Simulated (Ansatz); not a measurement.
# BSiNH2ClF (SMILES F[Si]1(Cl)BN1) at B2PLYP/cc-pVDZ

Aim: the vertical singlet–triplet gap of BSiNH2ClF at B2PLYP/cc-pVDZ, from 2 runs. 

The results are computed with Ansatz 0.2.0.

139 further runs of the same task are left out: 139 set aside as unsound or not needed.

## 1. The molecule

BSiNH2ClF has 7 atoms, charge 0, and is taken as a singlet. As SMILES, `F[Si]1(Cl)BN1`. The coordinates come from a PBE0-D4/def2-TZVP relaxation.

Bond lengths: F1–Si2 1.589 Å, Si2–Cl3 2.036 Å, Si2–B4 1.896 Å, Si2–N5 1.717 Å, B4–N5 1.402 Å, B4–H6 1.186 Å, N5–H7 1.011 Å. Some angles: F1–Si2–Cl3 104.6°, F1–Si2–B4 126.6°, F1–Si2–N5 115.8°, Cl3–Si2–B4 128.7°, Cl3–Si2–N5 116.7°, B4–Si2–N5 45.3°, Si2–B4–N5 60.6°, Si2–N5–B4 74.1°, Si2–B4–H6 164.3°, N5–B4–H6 135.1°.

## 2. A single-point energy at B2PLYP/cc-pVDZ

Input file input.yaml:

```yaml
crystal:
  periodic: [false, false, false]
  atoms:
    - {symbol: F, position_ang: [-0.412200, -2.179200, -0.210300]}
    - {symbol: Si, position_ang: [-0.003600, -0.782500, 0.428000]}
    - {symbol: Cl, position_ang: [1.448800, -1.240300, 1.779600]}
    - {symbol: B, position_ang: [-0.771300, 0.907300, 0.039600]}
    - {symbol: "N", position_ang: [0.347500, 0.475500, -0.686800]}
    - {symbol: H, position_ang: [-1.454900, 1.876800, 0.033100]}
    - {symbol: H, position_ang: [0.906900, 0.874400, -1.428900]}
basis:
  gaussian: {orbitals: cc-pVDZ}
hamiltonian: {xc: {name: B2PLYP}}
correlation: {frozen_orbitals: {B: 1, Cl: 5, F: 1, H: 0, "N": 1, Si: 5}}
accuracy: high
output: {orbitals: {seedname: orbitals}}
```

Started as:

```
$ ansatz run input.yaml --threads 1 --pin off --max-ram 2610MiB --events-out events.jsonl --progress --plain --runs-dir runs
```

Output:

```text
Warning: RAYON_NUM_THREADS=1 ignored (pool sized by the plan → 1); use --threads N
Functional definition: B2PLYP
  name "B2PLYP"
  parameter a = 0.53
  parameter c = 0.27
  exchange = (1 - a)*b88_x + a*exact_x
  correlation = (1 - c)*lyp_c + c*(mp2_os + mp2_ss)
1963 factors; integrals over basis functions are off by at most 3.6e-9 eV
mean field evaluation 1: about -25296.7914 eV, gradient 4.7e1 eV
mean field evaluation 2: about -25297.1445 eV, gradient 4.7e1 eV
mean field evaluation 4: about -25301.3938 eV, gradient 4.6e0 eV
mean field evaluation 8: about -25301.4644 eV, gradient 5.4e-1 eV
mean field evaluation 16: about -25301.4651 eV, gradient 1.5e-4 eV
mean field -25301.46513594 eV, -929.8116937969 hartree, gradient 5.5e-8 eV, S^2 0.000000; 0 other end points of the search recorded, 0 dependent functions left out
13 core orbitals not correlated: weight in the atoms' cores, before any rotation towards them, 1.000 or more for the frozen orbitals, at most 0.000 for the correlated occupied ones
reference -25301.46516073 eV, -929.8116947076 hartree; 14, 14 occupied and 61, 61 virtual orbitals, 1963 factors
second order -21.70607429 eV of doubles, -0.00000000 eV of singles
Total energy: -25307.32580078 eV, -930.0270692573 hartree
```

Wall time 16 s (1 thread of Arm Neoverse V1, shared host); peak memory 0.3 GiB.

## 3. The triplet at the same level

Input file run.yaml:

```yaml
crystal:
  periodic: [false, false, false]
  atoms:
    - symbol: F
      position_ang: [-0.412200, -2.179200, -0.210300]
    - symbol: Si
      position_ang: [-0.003600, -0.782500, 0.428000]
    - symbol: Cl
      position_ang: [1.448800, -1.240300, 1.779600]
    - symbol: B
      position_ang: [-0.771300, 0.907300, 0.039600]
    - symbol: N
      position_ang: [0.347500, 0.475500, -0.686800]
    - symbol: H
      position_ang: [-1.454900, 1.876800, 0.033100]
    - symbol: H
      position_ang: [0.906900, 0.874400, -1.428900]
basis:
  gaussian:
    orbitals: cc-pVDZ
magnetization:
  spin_polarized: true
  initial_magnetization: 2
hamiltonian:
  xc: {name: B2PLYP}
correlation:
  frozen_orbitals: {B: 1, Cl: 5, F: 1, H: 0, "N": 1, Si: 5}
accuracy: high
output: {orbitals: {seedname: orbitals}}
```

Started as:

```
$ ansatz run run.yaml --threads 1 --pin off --max-ram 2610MiB --events-out events.jsonl --progress --plain --runs-dir runs
```

Output, cut to the lines that bear on the results:

```text
Warning: RAYON_NUM_THREADS=1 ignored (pool sized by the plan → 1); use --threads N
[... 2 set-up lines as earlier in the session ...]
[...]
1963 factors; integrals over basis functions are off by at most 3.6e-9 eV
[...]
mean field -25296.80021930 eV, -929.6402612724 hartree, gradient 6.8e-8 eV, S^2 2.007944; 4 other end points of the search recorded, 0 dependent functions left out
13 core orbitals not correlated: weight in the atoms' cores, before any rotation towards them, 1.000 or more for the frozen orbitals, at most 0.000 for the correlated occupied ones
reference -25296.80024447 eV, -929.6402621971 hartree; 15, 13 occupied and 60, 62 virtual orbitals, 1963 factors
second order -21.30816408 eV of doubles, -0.00000000 eV of singles
Total energy: -25302.55344877 eV, -929.8516885555 hartree
```

Run time: 47 s. Hardware: 1 thread of Arm Neoverse V1, shared host; peak memory 0.44 GiB.

## 4. Summary of results

At B2PLYP/cc-pVDZ, 13 core orbitals frozen:

| quantity | value |
| --- | --- |
| singlet: total energy | -930.02707 Eh |
| singlet: HOMO energy (SCF part's orbitals) | -8.62 eV |
| singlet: LUMO energy (SCF part's orbitals) | 0.80 eV |
| singlet: HOMO–LUMO gap (SCF part's orbitals) | 9.41 eV |
| triplet: total energy | -929.85169 Eh |
| triplet: HOMO energy (SCF part's orbitals) (highest over α and β) | -4.06 eV |
| triplet: LUMO energy (SCF part's orbitals) (lowest over α and β) | -3.93 eV |
| triplet: ⟨S²⟩ | 2.008 |
| vertical energy of the triplet above the singlet | 4.772 eV |

What this shows: At this shape the triplet lies 4.77 eV (460 kJ/mol) above the singlet.
